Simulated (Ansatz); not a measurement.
**C2H5AlBN: small, medium and large basis sets**

One table from this session's results is given with a row withheld; the runs are named, their logs left out.

The runs use Ansatz 0.2.0, Gaussian basis; one geometry, several basis sets.

The runs, in order: PBE0-D4/def2-SVP; ωB97M-V/def2-SVP; PBE0-D4/def2-QZVPP; ωB97M-V/def2-QZVPP; the functionals' def2-TZVPP values are taken from earlier runs.

## The geometry

The geometry comes from an earlier relaxation with PBE0-D4 in a triple-zeta def2 set; it is a stationary point, not always the lowest conformer.

10 atoms, charge 0, spin multiplicity 1.

Atoms are counted from 1 here; the program's logs count them from 0.

Bond lengths: B1–C2 1.492 Å, B1–H6 1.207 Å, B1–H7 1.201 Å, C2–C3 1.391 Å, C2–Al5 1.916 Å, C3–N4 1.360 Å, C3–H8 1.094 Å, N4–Al5 1.853 Å, N4–H9 1.004 Å, Al5–H10 1.581 Å. Angles: C2–B1–H6 119.4°, C2–B1–H7 122.5°, H6–B1–H7 118.1°, B1–C2–C3 124.0°, B1–C2–Al5 153.2°, C3–C2–Al5 82.9°, C2–C3–N4 115.0°, C2–C3–H8 124.7°, N4–C3–H8 120.3°, C3–N4–Al5 86.1°, C3–N4–H9 120.5°, Al5–N4–H9 153.4°, C2–Al5–N4 76.0°, C2–Al5–H10 154.4°, N4–Al5–H10 129.6°.

Geometry (Å):

```csv
atom,x (Å),y (Å),z (Å)
B1,-1.25295,0.57671,-1.41873
C2,-0.14384,0.24276,-0.47883
C3,-0.31496,-0.47134,0.70229
N4,0.82092,-0.67350,1.42281
Al5,1.68853,0.26492,0.08055
H6,-2.37573,0.21699,-1.16174
H7,-1.07616,1.19538,-2.43257
H8,-1.27304,-0.85920,1.06167
H9,0.79198,-1.17936,2.28974
H10,3.21835,0.63555,-0.06219
```

Set-up of the first run:

in.yaml

```yaml
crystal:
  periodic: [false, false, false]
  atoms:
    - {symbol: B, position_ang: [-1.252953, 0.576705, -1.418728]}
    - {symbol: C, position_ang: [-0.143840, 0.242758, -0.478825]}
    - {symbol: C, position_ang: [-0.314965, -0.471342, 0.702286]}
    - {symbol: N, position_ang: [0.820923, -0.673500, 1.422806]}
    - {symbol: Al, position_ang: [1.688532, 0.264922, 0.080548]}
    - {symbol: H, position_ang: [-2.375732, 0.216992, -1.161741]}
    - {symbol: H, position_ang: [-1.076156, 1.195375, -2.432568]}
    - {symbol: H, position_ang: [-1.273045, -0.859195, 1.061672]}
    - {symbol: H, position_ang: [0.791983, -1.179364, 2.289737]}
    - {symbol: H, position_ang: [3.218352, 0.635547, -0.062188]}
basis:
  gaussian: {orbitals: def2-SVP}
hamiltonian: {xc: pbe0, dispersion: d4}
output: {orbitals: {seedname: orbitals}}
```

On the command line:

```bash
$ ansatz run in.yaml --threads 2 --pin off --events-out ev --progress --plain --max-ram 4352MiB
```

Steps of the session up to this table: PBE0-D4 in def2-SVP; ωB97M-V in def2-SVP; PBE0-D4 in def2-QZVPP; ωB97M-V in def2-QZVPP.

One table of the session follows, with a row left open; its other results are not shown here.

It belongs to the step «Density functionals: the series». 

| functional | basis | HOMO (eV) | LUMO (eV) |
| --- | --- | --- | --- |
| PBE0-D4 | def2-SVP | -6.25 | -1.55 |
| PBE0-D4 | def2-TZVPP | -6.36 | -1.61 |
| PBE0-D4 | def2-QZVPP | -6.38 | -1.65 |
| ωB97M-V | def2-SVP | -8.29 | 0.28 |
| ωB97M-V | def2-TZVPP | ? | ? |
| ωB97M-V | def2-QZVPP | -8.45 | -0.03 |

**Question.** Estimate the row for ωB97M-V, def2-TZVPP.

**Answer.** HOMO (eV): -8.42; LUMO (eV): 0.13. In the column «HOMO (eV)» it lies between ωB97M-V, def2-QZVPP (-8.45) and ωB97M-V, def2-SVP (-8.29).
